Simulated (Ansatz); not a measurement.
# Al2O3: the cost of one run

Computed with Ansatz 0.2.0 (DFT r2SCAN, scalar-relativistic, plane waves, PAW, unless a step's input says otherwise).

## (1) The system as given

The structure is trigonal, space group R-3c (No. 167). The conventional cell has a = 4.760 Å, b = 4.760 Å, c = 12.996 Å, α = 90.00°, β = 90.00°, γ = 120.00°. Al (site symmetry 3) has 6 O at 1.85 to 1.97 Å as nearest neighbours. Around O (site symmetry 2) lie 4 Al at 1.85 to 1.97 Å.

As a file:

```
CELL_PARAMETERS angstrom
2.38025 1.37424 4.33187
-2.38025 1.37424 4.33187
0.00000 -2.74848 4.33187
ATOMIC_POSITIONS crystal
Al 0.35216 0.35216 0.35216
Al 0.14784 0.14784 0.14784
Al 0.64784 0.64784 0.64784
Al 0.85216 0.85216 0.85216
O 0.55668 0.94332 0.25000
O 0.25000 0.55668 0.94332
O 0.94332 0.25000 0.55668
O 0.44332 0.05668 0.75000
O 0.75000 0.44332 0.05668
O 0.05668 0.75000 0.44332
```

The structure rests on an entry of the Crystallography Open Database; cell or positions may have been set otherwise for this series.

## (2) Relaxing cell and atoms: Al2O3, no spin

Input file input.yaml:

```yaml
crystal:
  lattice:
    - [2.38025, 1.3742379782, 4.3318666667]
    - [-2.38025, 1.3742379782, 4.3318666667]
    - [0.0, -2.7484759565, 4.3318666667]
  atoms:
    - { symbol: Al, position: [0.35216, 0.35216, 0.35216] }
    - { symbol: Al, position: [0.14784, 0.14784, 0.14784] }
    - { symbol: Al, position: [0.64784, 0.64784, 0.64784] }
    - { symbol: Al, position: [0.85216, 0.85216, 0.85216] }
    - { symbol: O, position: [0.55668, 0.94332, 0.25] }
    - { symbol: O, position: [0.25, 0.55668, 0.94332] }
    - { symbol: O, position: [0.94332, 0.25, 0.55668] }
    - { symbol: O, position: [0.44332, 0.05668, 0.75] }
    - { symbol: O, position: [0.75, 0.44332, 0.05668] }
    - { symbol: O, position: [0.05668, 0.75, 0.44332] }
scf:
  occupations: { method: fixed }
output:
  forces: true
  stress: true
hamiltonian:
  xc: r2scan
kpoints:
  mp_grid: { grid: [5, 5, 5] }
relax:
  f_tol: 0.002
  cell: { stress_tol: 0.02 }
```

Command:

```
> ansatz run input.yaml --threads 8 --pin off --max-ram 20480MiB --backend cpu --events-out ev --progress --plain --runs-dir out
```

What time and memory should one allow on 8 threads of Arm Neoverse N1, shared host?

About 10 s, with a peak of 0.72 GiB.
